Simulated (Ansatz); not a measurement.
# C₂H₇FSSi: one species, many methods

An exercise on one series of results from a longer session: the logs are not shown, and one member is left open.

The runs use Ansatz 0.2.0, Gaussian basis; functionals in def2-TZVPP, the program's frozen cores in correlated methods.

Levels to be run: LDA (SPW92), PBE-D4, revPBE-D4, BLYP-D4, r2SCAN-D4, B97M-V, PBE0-D4, B3LYP-D4, r2SCANh-D4, r2SCAN0-D4, HSE06-D4, BHLYP-D4, CAM-B3LYP-D4, LC-ωPBE, ωB97X-V, ωB97M-V, B2PLYP, PBE-QIDH; CCSD(T)/def2-SVP; CCSD(T)/def2-TZVPP; MP2/def2-QZVPP; extrapolation to the limit; RPA on PBE.

### The geometry

All runs share one geometry, relaxed beforehand with PBE0-D4 in a triple-zeta def2 set.

SMILES `C[SiH](S)CF`, 12 atoms, charge 0, spin multiplicity 1.

Atoms are counted from 1 here; the program's logs count them from 0.

Bond lengths: C1–Si2 1.861 Å, C1–H6 1.092 Å, C1–H7 1.093 Å, C1–H8 1.093 Å, Si2–S3 2.143 Å, Si2–C4 1.894 Å, Si2–H9 1.485 Å, S3–H10 1.344 Å, C4–F5 1.395 Å, C4–H11 1.095 Å, C4–H12 1.096 Å. Angles: Si2–C1–H6 110.9°, Si2–C1–H7 111.0°, Si2–C1–H8 109.8°, H6–C1–H7 108.3°, H6–C1–H8 108.7°, H7–C1–H8 108.1°, C1–Si2–S3 113.2°, C1–Si2–C4 110.1°, C1–Si2–H9 111.7°, S3–Si2–C4 108.2°, S3–Si2–H9 104.0°, C4–Si2–H9 109.5°, Si2–S3–H10 94.6°, Si2–C4–F5 110.0°, Si2–C4–H11 111.3°, Si2–C4–H12 111.3°, F5–C4–H11 108.4°, F5–C4–H12 108.0° and more.

The first run:

in.yaml reads:

```yaml
crystal:
  periodic: [false, false, false]
  atoms:
    - {symbol: C, position_ang: [-1.406874, 0.521575, 0.594125]}
    - {symbol: Si, position_ang: [0.331231, 0.584216, -0.066961]}
    - {symbol: S, position_ang: [1.817486, 0.673771, 1.474671]}
    - {symbol: C, position_ang: [0.676626, -0.943461, -1.132001]}
    - {symbol: F, position_ang: [-0.307878, -1.075794, -2.110906]}
    - {symbol: H, position_ang: [-1.638421, 1.421907, 1.166114]}
    - {symbol: H, position_ang: [-1.546327, -0.344418, 1.245872]}
    - {symbol: H, position_ang: [-2.115512, 0.440026, -0.234206]}
    - {symbol: H, position_ang: [0.570103, 1.811663, -0.868173]}
    - {symbol: H, position_ang: [1.368449, -0.415959, 2.121149]}
    - {symbol: H, position_ang: [1.649405, -0.871199, -1.628488]}
    - {symbol: H, position_ang: [0.678713, -1.857428, -0.526998]}
basis:
  gaussian: {orbitals: def2-TZVPP}
hamiltonian: {xc: lda}
output: {orbitals: {seedname: orbitals}}
```

Steps of the session up to this table: LDA; PBE-D4 (GGA); revPBE-D4 (GGA); BLYP-D4 (GGA); r2SCAN-D4 (meta-GGA); B97M-V (meta-GGA); PBE0-D4 (hybrid); B3LYP-D4 (hybrid); r2SCANh-D4 (hybrid); r2SCAN0-D4 (hybrid); HSE06-D4 (hybrid); BHLYP-D4 (hybrid); CAM-B3LYP-D4 (range-separated); LC-ωPBE (range-separated); ωB97X-V (range-separated); ωB97M-V (range-separated); B2PLYP (double hybrid); PBE-QIDH (double hybrid).

One of the session's tables, all rows but one given; the rest of the session is left out.

It belongs to the step «Frontier levels by functional». 

```
  functional  HOMO (eV)  LUMO (eV)  gap (eV)
 LDA (SPW92)      -6.33      -0.80      5.53
      PBE-D4      -6.20      -0.57      5.63
   revPBE-D4      -6.15      -0.48      5.67
     BLYP-D4      -6.06      -0.53      5.53
   r2SCAN-D4      -6.50      -0.16      6.34
      B97M-V      -6.61      -0.40      6.20
     PBE0-D4      -7.46       0.31      7.78
    B3LYP-D4      -7.23       0.01      7.24
  r2SCANh-D4      -6.96       0.15      7.11
  r2SCAN0-D4          ?          ?         ?
    HSE06-D4      -7.06      -0.06      7.00
    BHLYP-D4      -8.59       1.09      9.68
CAM-B3LYP-D4      -8.81       1.23     10.04
     LC-ωPBE     -10.19       2.52     12.71
     ωB97X-V      -9.83       2.31     12.15
     ωB97M-V      -9.67       1.99     11.66
```

Estimate the missing values for r2SCAN0-D4.

Worked estimate for «HOMO (eV)». Against the share of exact exchange, r2SCAN-D4 (0, -6.50), r2SCANh-D4 (0.1, -6.96) give a slope of -4.60 per unit share; at 0.25 the line stands at -7.65.

**Answer.** HOMO (eV): -7.66; LUMO (eV): 0.59; gap (eV): 8.25. In «HOMO (eV)» the line misses by +0.01.
